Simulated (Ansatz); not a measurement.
# MP2/STO-3G run of PF3 (SMILES FP(F)F)

Aim: the electronic atomisation energy of PF3 at MP2/STO-3G, from 3 runs. 

The calculation is run with Ansatz 0.2.0.

42 further runs of the same task are left out: 7 that didn't finish, 35 set aside as unsound or not needed.

### Step 1. Starting point

PF3: 4 atoms, total charge 0, spin state singlet. As SMILES, `FP(F)F`. The coordinates come from a GFN2-xTB relaxation.

Bond lengths: P1–F2 1.597 Å, P1–F3 1.598 Å, P1–F4 1.598 Å. Angles: F2–P1–F3 94.0°, F2–P1–F4 93.9°, F3–P1–F4 94.0°.

### Step 2. The energy at MP2/STO-3G

molecule.yaml

```yaml
crystal:
  periodic: [false, false, false]
  atoms:
    - symbol: P
      position_ang: [-0.004630, 0.005090, 0.642290]
    - symbol: F
      position_ang: [1.349610, -0.029560, -0.203150]
    - symbol: F
      position_ang: [-0.648490, 1.180250, -0.228190]
    - symbol: F
      position_ang: [-0.696500, -1.155780, -0.210950]
basis:
  gaussian: {orbitals: STO-3G}
accuracy: high
correlation: {method: mp2, frozen_orbitals: {F: 1, P: 5}}
```

Launch:

```console
ansatz run molecule.yaml --threads 1 --pin off --max-ram 2610MiB --events-out events.jsonl --progress --plain --runs-dir runs
```

The log of the run:

```text
Warning: RAYON_NUM_THREADS=1 ignored (pool sized by the plan → 1); use --threads N
Functional definition: HF
  name "HF"
  exchange = exact_x
  correlation = 0
463 factors; integrals over basis functions are off by at most 4.2e-8 eV
mean field evaluation 1: about -17167.4941 eV, gradient 2.7e1 eV
mean field evaluation 2: about -17167.6030 eV, gradient 2.7e1 eV
mean field evaluation 4: about -17171.0874 eV, gradient 1.7e0 eV
mean field evaluation 8: about -17171.1089 eV, gradient 6.2e-6 eV
mean field -17171.10887681 eV, -631.0266122270 hartree, gradient 1.5e-8 eV, S^2 0.000000; 0 other end points of the search recorded, 0 dependent functions left out
8 core orbitals not correlated: weight in the atoms' cores, before any rotation towards them, 1.000 or more for the frozen orbitals, at most 0.000 for the correlated occupied ones
reference -17171.10887681 eV, -631.0266122270 hartree; 13, 13 occupied and 3, 3 virtual orbitals, 463 factors
second order -2.13491972 eV of doubles, -0.00000000 eV of singles
Total energy: -17173.24379653 eV, -631.1050690797 hartree
```

Wall time 0.08 s (1 thread of AMD EPYC 9R45 (Zen 5), shared host).

### Step 3. The F atom at the same level

in.yaml

```yaml
basis:
  gaussian:
    orbitals: STO-3G
crystal:
  periodic: [false, false, false]
  atoms:
    - {symbol: F, position_ang: [0.000000, 0.000000, 0.000000]}
magnetization:
  spin_polarized: true
  initial_magnetization: 1
accuracy: high
correlation:
  method: mp2
  frozen_orbitals: {F: 1}
```

Run the same way, it converges to -97.98651 Eh (log not shown).

### Step 4. The P atom, same level

job.yaml

```yaml
crystal:
  periodic: [false, false, false]
  atoms:
    - {symbol: P, position_ang: [0.000000, 0.000000, 0.000000]}
basis:
  gaussian:
    orbitals: STO-3G
magnetization:
  spin_polarized: true
  initial_magnetization: 3
correlation:
  method: mp2
  frozen_orbitals: {P: 5}
accuracy: high
```

Launch:

```console
ansatz run job.yaml --threads 1 --pin off --max-ram 2610MiB --events-out events.jsonl --progress --plain --runs-dir runs
```

The log of the run:

```text
Warning: RAYON_NUM_THREADS=1 ignored (pool sized by the plan → 1); use --threads N
Functional definition: HF
  name "HF"
  exchange = exact_x
  correlation = 0
42 factors; integrals over basis functions are off by at most 1.9e-9 eV
mean field evaluation 1: about -9166.6639 eV, gradient 7.4e-1 eV
mean field evaluation 2: about -9166.6651 eV, gradient 7.4e-1 eV
mean field evaluation 4: about -9166.6662 eV, gradient 3.0e-6 eV
mean field evaluation 8: about -9166.6662 eV, gradient 5.2e-9 eV
mean field -9166.66619973 eV, -336.8687694504 hartree, gradient 5.2e-9 eV, S^2 3.750000; 0 other end points of the search recorded, 0 dependent functions left out
5 core orbitals not correlated: weight in the atoms' cores, before any rotation towards them, 1.000 or more for the frozen orbitals, at most 0.000 for the correlated occupied ones
reference -9166.66619973 eV, -336.8687694504 hartree; 4, 1 occupied and 0, 3 virtual orbitals, 42 factors
second order 0.00000000 eV of doubles, 0.00000000 eV of singles
Total energy: -9166.66619973 eV, -336.8687694504 hartree
```

It took 0.02 s on 1 thread of AMD EPYC 9R45 (Zen 5), shared host.

### Step 5. Results

At MP2/STO-3G, 8 core orbitals frozen:

| quantity | value |
| --- | --- |
| molecule: total energy | -631.10507 Eh |
| molecule: correlation energy (8 core orbitals frozen) | -78.5 mEh |
| F atom: total energy | -97.98651 Eh |
| F atom: correlation energy (1 core orbital frozen) | 0.0 mEh |
| F atom: ⟨S²⟩ of the reference determinant | 0.750 |
| P atom: total energy | -336.86877 Eh |
| P atom: correlation energy (5 core orbitals frozen) | 0.0 mEh |
| P atom: ⟨S²⟩ of the reference determinant | 3.750 |
| electronic atomisation energy | 7.532 eV |

What this shows: Taking the molecule apart into free atoms costs 7.53 eV (174 kcal/mol), before zero-point energy and without spin-orbit coupling. In a minimal basis such a difference can be off by several eV, whatever the method.
